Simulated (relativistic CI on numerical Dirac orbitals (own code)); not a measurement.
# Yb⁴⁺: N4,5 absorption multiplets

Wanted: the shape of the N4,5 absorption spectrum of Yb⁴⁺ in 4 surroundings, from the same atomic integrals.

The numbers are computed with relativistic CI on numerical Dirac orbitals (own code) version 1 (Dirac-Coulomb-Breit CI, KLI orbitals optimised for each configuration, model QED (radiative potential, 1s self-energy scaled to tabulated hydrogen-like ionisation energies), valence Slater integrals scaled by 0.8, multiplet model of core-to-valence dipole absorption in a parametric crystal field), except any that are marked as measured or tabulated.

## Step 1: What is computed

```
ion                                            : Yb⁴⁺ (Yb V)
nuclear charge                                 : 70
electrons                                      : 66
configurations                                 : [Xe] 4f12 → [Kr] 4d9 4f13 5s2 5p6
magnetising field for the dichroism, Lz and Sz : magnetic field 10 T along z; these come from the lowest magnetised state alone (0 K)
temperature of the isotropic spectrum          : 300 K
widths                                         : Lorentz 0.3 eV, Gauss 0.2 eV
surrounding 1                                  : D3d, B20 = -250, B40 = 1800, B43 = 730, B60 = -810, B63 = -630, B66 = 770 cm⁻¹
surrounding 2                                  : Oh, B40 = -940, B60 = 900 cm⁻¹
surrounding 3                                  : Oh, B40 = -4010, B60 = 370 cm⁻¹
surrounding 4                                  : Oh, B40 = -1260, B60 = 1120 cm⁻¹
```

## Step 2: Surrounding 1: D3d, B20 = -250, B40 = 1800, B43 = 730, B60 = -810, B63 = -630, B66 = 770

Input settings:

```ini
atom Yb  Z=70  charge=4  electrons=66
nucleus A=174  rms_radius_fm=5.3108
hamiltonian dirac-coulomb  breit=on  qed=on  c_scale=1
orbitals kli  potential=per-configuration
slater_scale 0.8
correlation none
mixing on
configurations
  [Xe] 4f12
  [Kr] 4d9 4f13 5s2 5p6
end
absorption N4,5 T=300 lorentz=0.3 gauss=0.2
crystal_field D3d B20=-250 B40=1800 B43=730 B60=-810 B63=-630 B66=770
```

## Step 3: Surrounding 2: Oh, B40 = -940, B60 = 900

The settings differ from step 2 so:

```diff
@@ -12,2 +12,2 @@
 absorption N4,5 T=300 lorentz=0.3 gauss=0.2
-crystal_field D3d B20=-250 B40=1800 B43=730 B60=-810 B63=-630 B66=770
+crystal_field Oh B40=-940 B60=900
```

## Step 4: Surrounding 3: Oh, B40 = -4010, B60 = 370

The settings differ from step 3 so:

```diff
@@ -12,2 +12,2 @@
 absorption N4,5 T=300 lorentz=0.3 gauss=0.2
-crystal_field Oh B40=-940 B60=900
+crystal_field Oh B40=-4010 B60=370
```

## Step 5: Surrounding 4: Oh, B40 = -1260, B60 = 1120

The settings differ from step 4 so:

```diff
@@ -12,2 +12,2 @@
 absorption N4,5 T=300 lorentz=0.3 gauss=0.2
-crystal_field Oh B40=-4010 B60=370
+crystal_field Oh B40=-1260 B60=1120
```

(Steps that only read results are left out.)

Before running it: what results should come out? Wanted: highest peak, first run; ground spin; core spin-orbit splitting.

The runs gave:

| surrounding | ground S | Lz (0 K) | Sz (0 K) | centroid (eV) | share of the lower edge | up to four highest peaks (% of the highest), eV |
| --- | --- | --- | --- | --- | --- | --- |
| 1: D3d | 0.99 | -3.76 | -0.76 | 188.83 | - | 182.1 (27), 185.9 (14), 191.0 (100) |
| 2: Oh | 0.99 | -0.58 | -0.12 | 188.83 | - | 182.1 (27), 186.0 (14), 191.0 (100) |
| 3: Oh | 0.99 | -4.64 | -0.92 | 188.84 | - | 182.2 (29), 186.0 (16), 191.0 (100) |
| 4: Oh | 0.99 | -0.47 | -0.10 | 188.84 | - | 182.2 (27), 186.0 (15), 191.0 (100) |

```
                                 quantity     value
                  highest peak, first run  191.0 eV
      ground spin (effective S from ⟨S²⟩)      0.99
core spin-orbit splitting (without Breit)   9.21 eV
```

What this shows: The highest peak stays in place, within the step of the energy grid, in all surroundings. Edge positions are free-ion values and differ from those in solids by a few eV or more.
